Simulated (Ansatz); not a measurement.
# ZrF+ (triplet): wave-function methods side by side, def2-SVP

How much of the correlation energy of ZrF+ (triplet) does each wave-function method recover here?

Method: def2-SVP, core rule «outside noble gas», up to 5 orbitals frozen; program: Ansatz 0.2.0, Gaussian basis.

To be run: UHF; CCSD(T) on ROHF; CCSD(T) on UHF; CISD; CCSDT(Q) on ROHF; CCSDT(Q) on UHF.

17 further runs of the same task are left out: 8 for a known fault of the program, 3 that didn't finish, 6 set aside as unsound or not needed.

### 1 The system

The geometry is a PBE0/def2-TZVP stationary point (not a proven minimum). No spin-orbit coupling is included. Elements past krypton take def2 core potentials.

2 atoms, charge 1, spin multiplicity 3.

Atoms are counted from 1 here; the program's logs count them from 0.

Bond lengths: Zr1–F2 1.817 Å.

In the tables R marks a restricted open-shell determinant and U an unrestricted one; energies count from the table's Hartree-Fock row.

### 2 UHF

in.yaml

```yaml
crystal:
  periodic: [false, false, false]
  atoms:
    - {symbol: Zr, position_ang: [0.000000, 0.000000, 0.000000]}
    - {symbol: F, position_ang: [0.000000, 0.000000, 1.817200]}
basis:
  gaussian: {orbitals: def2-SVP}
total_charge: 1
magnetization: {spin_polarized: true, initial_magnetization: 2}
hamiltonian: {xc: hf}
output: {orbitals: {seedname: orbitals}}
```

On the command line:

```console
$ ansatz run in.yaml --threads 1 --pin off --events-out ev --progress --plain --max-ram 2393MiB
```

Standard output:

```text
Functional definition: HF
  name "HF"
  cite "Fock, Z. Phys. 61, 126 (1930) doi:10.1007/BF01340294"
  parent pbe
  exchange = exact_x
  correlation = 0
456 factors; integrals over basis functions are off by at most 8.1e-4 eV
mean field evaluation 1: about -3951.8293 eV, gradient 5.3e1 eV
mean field evaluation 2: about -3951.9462 eV, gradient 5.3e1 eV
mean field evaluation 4: about -3962.2482 eV, gradient 3.9e0 eV
mean field evaluation 8: about -3962.5114 eV, gradient 5.0e-1 eV
mean field evaluation 16: about -3963.1077 eV, gradient 3.2e-1 eV
mean field evaluation 32: about -3963.3957 eV, gradient 1.5e0 eV
mean field evaluation 64: about -3960.3195 eV, gradient 1.1e1 eV
mean field evaluation 96: about -3963.0607 eV, gradient 8.4e-1 eV
mean field evaluation 128: about -3963.7257 eV, gradient 1.9e-1 eV
mean field evaluation 160: about -3954.6030 eV, gradient 1.9e1 eV
mean field evaluation 192: about -3956.0558 eV, gradient 8.0e0 eV
mean field evaluation 224: about -3962.4513 eV, gradient 7.3e-2 eV
mean field evaluation 256: about -3953.6822 eV, gradient 5.1e1 eV
mean field -3963.72609469 eV, -145.6642472697 hartree, gradient 5.6e-6 eV, S^2 2.004984; 8 other end points of the search recorded, 0 dependent functions left out
reference -3963.72609469 eV, -145.6642472697 hartree; 11, 9 occupied and 34, 36 virtual orbitals, 456 factors
Total energy: -3963.72609469 eV, -145.6642472697 hartree
```

Run time: 2 s. Hardware: 1 thread of Arm Neoverse V1, shared host.

From the report: ⟨S²⟩ of the determinant 2.005 (pure triplet: 2.00).

### 3 CCSD(T) on ROHF

in.yaml

```yaml
crystal:
  periodic: [false, false, false]
  atoms:
    - {symbol: Zr, position_ang: [0.000000, 0.000000, 0.000000]}
    - {symbol: F, position_ang: [0.000000, 0.000000, 1.817200]}
basis:
  gaussian: {orbitals: def2-SVP}
total_charge: 1
magnetization: {spin_polarized: false, initial_magnetization: 2}
correlation: {method: ccsd_t, electrons: outside_noble_gas}
output: {forces: true}
```

The command is unchanged.

Standard output, shortened:

```text
Functional definition: HF
  name "HF"
  cite "Fock, Z. Phys. 61, 126 (1930) doi:10.1007/BF01340294"
  parent pbe
[...]
456 factors; integrals over basis functions are off by at most 8.1e-4 eV
[...]
mean field -3963.64287086 eV, -145.6611888504 hartree, gradient 2.2e-6 eV, S^2 2.000000; 21 other end points of the search recorded, 0 dependent functions left out
[...]
determinant -3963.64287086 eV, -145.6611888504 hartree, with singles and doubles -3969.88655614 eV, -145.8906400525 hartree
determinant -3963.33858544 eV, -145.6500065677 hartree, with singles and doubles -3969.59588384 eV, -145.8799580424 hartree
determinant -3963.02141945 eV, -145.6383509323 hartree, with singles and doubles -3969.10472475 eV, -145.8619082787 hartree
determinant -3962.95485229 eV, -145.6359046344 hartree, with singles and doubles -3969.07648912 eV, -145.8608706385 hartree
[...]
determinant -3963.33858544 eV, -145.6500065677 hartree, with singles and doubles -3969.61840057 eV, -145.8807855169 hartree
5 core orbitals not correlated: weight in the atoms' cores, before any rotation towards them, 0.690 or more for the frozen orbitals, at most 0.302 for the correlated occupied ones
reference -3963.64287086 eV, -145.6611888504 hartree; 6, 4 occupied and 34, 36 virtual orbitals, 456 factors
second order -6.24913812 eV of doubles, -0.00461776 eV of singles
cycle   1  -6.24425215 eV  change   -1.8e-6 eV  update   1.6e-6
[...]
cycle   4  -6.24425132 eV  change    3.1e-7 eV  update   1.7e-7
perturbative correction -0.17915781 eV, -0.0065839280 hartree
[...]
Total energy: -3970.06627999 eV, -145.8972447819 hartree
Atom 0 at     0.000000     0.000000     0.000000 Å, force    -0.000000    -0.000000    -1.038434 eV/Å
Atom 1 at     0.000000     0.000000     1.817200 Å, force    -0.000000     0.000000     1.038434 eV/Å
Dipole moment:     0.000000     0.000000    -1.030109 e Å
```

It took 12 s on 1 thread of Arm Neoverse V1, shared host.

From the report: correlation -6.4234 eV; T1 0.026; largest double amplitude 0.03.

### 4 CCSD(T) on UHF

in.yaml, as its differences from that of step 3:

```diff
@@ -8,3 +8,3 @@
 total_charge: 1
-magnetization: {spin_polarized: false, initial_magnetization: 2}
+magnetization: {spin_polarized: true, initial_magnetization: 2}
 correlation: {method: ccsd_t, electrons: outside_noble_gas}
```

Launched as before.

Standard output, shortened:

```text
Functional definition: HF
  name "HF"
  cite "Fock, Z. Phys. 61, 126 (1930) doi:10.1007/BF01340294"
  parent pbe
[...]
456 factors; integrals over basis functions are off by at most 8.1e-4 eV
[...]
mean field -3963.72609469 eV, -145.6642472697 hartree, gradient 2.5e-6 eV, S^2 2.004984; 28 other end points of the search recorded, 0 dependent functions left out
determinant -3963.72609469 eV, -145.6642472697 hartree, with singles and doubles -3969.95422638 eV, -145.8931268877 hartree
determinant -3963.40629590 eV, -145.6524948812 hartree, with singles and doubles -3969.64829037 eV, -145.8818839470 hartree
determinant -3963.11901723 eV, -145.6419375845 hartree, with singles and doubles -3969.18237539 eV, -145.8647618872 hartree
determinant -3963.04815580 eV, -145.6393334752 hartree, with singles and doubles -3969.15037966 eV, -145.8635860657 hartree
[...]
determinant -3963.40629590 eV, -145.6524948812 hartree, with singles and doubles -3969.66820536 eV, -145.8826158092 hartree
5 core orbitals not correlated: weight in the atoms' cores, before any rotation towards them, 0.678 or more for the frozen orbitals, at most 0.314 for the correlated occupied ones
reference -3963.72609469 eV, -145.6642472697 hartree; 6, 4 occupied and 34, 36 virtual orbitals, 456 factors
second order -6.24445820 eV of doubles, -0.00000000 eV of singles
cycle   1  -6.22864028 eV  change   -1.5e-6 eV  update   1.4e-6
[...]
cycle   4  -6.22863943 eV  change    1.5e-7 eV  update   1.5e-7
perturbative correction -0.17878623 eV, -0.0065702729 hartree
[...]
Total energy: -3970.13352035 eV, -145.8997158195 hartree
Atom 0 at     0.000000     0.000000     0.000000 Å, force     0.000000     0.000000    -1.061223 eV/Å
Atom 1 at     0.000000     0.000000     1.817200 Å, force    -0.000000     0.000000     1.061223 eV/Å
Dipole moment:    -0.000000    -0.000000    -1.035303 e Å
```

It took 16 s on 1 thread of Arm Neoverse V1, shared host.

From the report: ⟨S²⟩ of the determinant 2.005 (pure triplet: 2.00); correlation -6.4074 eV; T1 0.025; largest double amplitude 0.03.

### 5 CISD

in.yaml

```yaml
crystal:
  periodic: [false, false, false]
  atoms:
    - {symbol: Zr, position_ang: [0.000000, 0.000000, 0.000000]}
    - {symbol: F, position_ang: [0.000000, 0.000000, 1.817200]}
basis:
  gaussian: {orbitals: def2-SVP}
total_charge: 1
magnetization: {spin_polarized: false, initial_magnetization: 2}
correlation: {active_space: {ras: {orbitals: [4, 2, 34], electrons: 10, max_holes: 2, max_particles: 2}, fixed_orbitals: true}}
```

Launched as before.

Standard output, shortened:

```text
Functional definition: HF
  name "HF"
  cite "Fock, Z. Phys. 61, 126 (1930) doi:10.1007/BF01340294"
  parent pbe
[...]
456 factors; integrals over basis functions are off by at most 8.1e-4 eV
[...]
mean field -3963.64287086 eV, -145.6611888504 hartree, gradient 2.2e-6 eV, S^2 2.000000; 17 other end points of the search recorded, 0 dependent functions left out
reference -3963.64287086 eV, -145.6611888504 hartree; 11, 9 occupied and 34, 36 virtual orbitals, 456 factors
state -3969.40771713 eV, -145.8730430434 hartree
Total energy: -3969.40771713 eV, -145.8730430434 hartree
```

Run time: 3.5 s. Hardware: 1 thread of Arm Neoverse V1, shared host.

From the report: 43,250 determinants.

### 6 CCSDT(Q) on ROHF

in.yaml, as its differences from that of step 5:

```diff
@@ -9,2 +9,2 @@
 magnetization: {spin_polarized: false, initial_magnetization: 2}
-correlation: {active_space: {ras: {orbitals: [4, 2, 34], electrons: 10, max_holes: 2, max_particles: 2}, fixed_orbitals: true}}
+correlation: {method: ccsdt_q, electrons: outside_noble_gas}
```

Launched as before.

Standard output, shortened:

```text
Functional definition: HF
  name "HF"
  cite "Fock, Z. Phys. 61, 126 (1930) doi:10.1007/BF01340294"
  parent pbe
[...]
780 factors; integrals over basis functions are off by at most 1.6e-7 eV
[...]
mean field -3963.64294496 eV, -145.6611915737 hartree, gradient 2.2e-6 eV, S^2 2.000000; 24 other end points of the search recorded, 0 dependent functions left out
[...]
determinant -3963.64294496 eV, -145.6611915737 hartree, with singles and doubles -3969.88664832 eV, -145.8906434400 hartree
determinant -3963.33867795 eV, -145.6500099672 hartree, with singles and doubles -3969.59598822 eV, -145.8799618784 hartree
determinant -3963.02150580 eV, -145.6383541058 hartree, with singles and doubles -3969.10482851 eV, -145.8619120919 hartree
determinant -3962.95494025 eV, -145.6359078668 hartree, with singles and doubles -3969.07659375 eV, -145.8608744834 hartree
[...]
determinant -3960.83680631 eV, -145.5580678803 hartree, with singles and doubles -3967.02985937 eV, -145.7856583823 hartree
determinant -3963.64294496 eV, -145.6611915737 hartree, with singles and doubles -3969.88721342 eV, -145.8906642068 hartree
determinant -3963.33867795 eV, -145.6500099672 hartree, with singles and doubles -3969.61850426 eV, -145.8807893273 hartree
[...]
5 core orbitals not correlated: weight in the atoms' cores, before any rotation towards them, 0.690 or more for the frozen orbitals, at most 0.302 for the correlated occupied ones
reference -3963.64294496 eV, -145.6611915737 hartree; 6, 4 occupied and 34, 36 virtual orbitals, 780 factors
second order -6.24916688 eV of doubles, -0.00461765 eV of singles
cycle   1  -5.95103925 eV  change    3.0e-1 eV  update   1.2e-1
[...]
cycle  20  -6.43141641 eV  change    1.9e-7 eV  update   4.8e-7
perturbative correction -0.00497536 eV, -0.0001828410 hartree
Total energy: -3970.07933673 eV, -145.8977246083 hartree
```

Run time: 40 s. Hardware: 1 thread of Arm Neoverse V1, shared host; peak memory 0.41 GiB.

From the report: correlation -6.4364 eV; T1 0.025; largest double amplitude 0.03.

### 7 CCSDT(Q) on UHF

in.yaml, as its differences from that of step 6:

```diff
@@ -8,3 +8,3 @@
 total_charge: 1
-magnetization: {spin_polarized: false, initial_magnetization: 2}
+magnetization: {spin_polarized: true, initial_magnetization: 2}
 correlation: {method: ccsdt_q, electrons: outside_noble_gas}
```

The command is unchanged.

Standard output, shortened:

```text
Functional definition: HF
  name "HF"
  cite "Fock, Z. Phys. 61, 126 (1930) doi:10.1007/BF01340294"
  parent pbe
[...]
780 factors; integrals over basis functions are off by at most 1.6e-7 eV
[...]
mean field -3963.72616893 eV, -145.6642499981 hartree, gradient 1.8e-6 eV, S^2 2.004984; 24 other end points of the search recorded, 0 dependent functions left out
determinant -3963.72616893 eV, -145.6642499981 hartree, with singles and doubles -3969.95431893 eV, -145.8931302890 hartree
determinant -3963.40638849 eV, -145.6524982837 hartree, with singles and doubles -3969.64839512 eV, -145.8818877963 hartree
determinant -3963.11910364 eV, -145.6419407602 hartree, with singles and doubles -3969.18247968 eV, -145.8647657196 hartree
determinant -3963.04824353 eV, -145.6393366992 hartree, with singles and doubles -3969.15048446 eV, -145.8635899170 hartree
[...]
determinant -3960.88680436 eV, -145.5599052746 hartree, with singles and doubles -3967.06648535 eV, -145.7870043625 hartree
determinant -3963.72616893 eV, -145.6642499981 hartree, with singles and doubles -3969.95482595 eV, -145.8931489216 hartree
determinant -3963.40638849 eV, -145.6524982837 hartree, with singles and doubles -3969.66830951 eV, -145.8826196367 hartree
5 core orbitals not correlated: weight in the atoms' cores, before any rotation towards them, 0.678 or more for the frozen orbitals, at most 0.314 for the correlated occupied ones
reference -3963.72616893 eV, -145.6642499981 hartree; 6, 4 occupied and 34, 36 virtual orbitals, 780 factors
second order -6.24448677 eV of doubles, -0.00000000 eV of singles
cycle   1  -5.93883170 eV  change    3.1e-1 eV  update   1.2e-1
[...]
cycle  20  -6.41529915 eV  change    2.3e-7 eV  update   4.7e-7
perturbative correction -0.01884423 eV, -0.0006925126 hartree
Total energy: -3970.16031231 eV, -145.9007004061 hartree
```

Run time: 41 s. Hardware: 1 thread of Arm Neoverse V1, shared host; peak memory 0.34 GiB.

From the report: ⟨S²⟩ of the determinant 2.005 (pure triplet: 2.00); correlation -6.4341 eV; T1 0.024; largest double amplitude 0.03.

### 8 The ladder

No level here is safe as a reference; RCCSDT(Q) serves as a yardstick only. Rows without a time come out of other runs: HF, MP2 and CCSD of CCSD(T), CCSDT of CCSDT(Q). The times of RCCSD(T), UCCSD(T) include forces.

Differences are taken before rounding.

```
   method  energy from the lowest RHF (kcal/mol)  from RCCSDT(Q) (kcal/mol)  time
      RHF                                   0.00                    +148.43      
      UHF                                  -1.92                    +146.51      
     RMP2                                -144.22                      +4.21      
     UMP2                                -145.92                      +2.51      
    RCCSD                                -144.00                      +4.43      
    UCCSD                                -145.56                      +2.87      
 RCCSD(T)                                -148.13                      +0.30  12 s
 UCCSD(T)                                -149.68                      -1.25  16 s
   RCCSDT                                -148.31                      +0.11      
   UCCSDT                                -149.86                      -1.43      
RCCSDT(Q)                                -148.43                          0  40 s
UCCSDT(Q)                                -150.30                      -1.87  41 s
```

Not comparable, so not listed: CISD (they don't share determinant, frozen orbitals or solution with the rows shown, or repeat one).

### 9 Summary of results

```
                      quantity           value
RCCSDT(Q) below the RHF energy      -6.4365 eV
           RMP2 from RCCSDT(Q)  +4.21 kcal/mol
           UMP2 from RCCSDT(Q)  +2.51 kcal/mol
          RCCSD from RCCSDT(Q)  +4.43 kcal/mol
       RCCSD(T) from RCCSDT(Q)  +0.30 kcal/mol
       UCCSD(T) from RCCSDT(Q)  -1.25 kcal/mol
      UCCSDT(Q) from RCCSDT(Q)  -1.87 kcal/mol
                 T1 diagnostic           0.026
```

RCCSD(T) lands +0.30 kcal/mol from the yardstick (0.2 % of the correlation energy). CCSD(T) misses by +0.30 kcal/mol on the restricted determinant and by -1.25 kcal/mol on the unrestricted one; the two need not hold the same state or core.
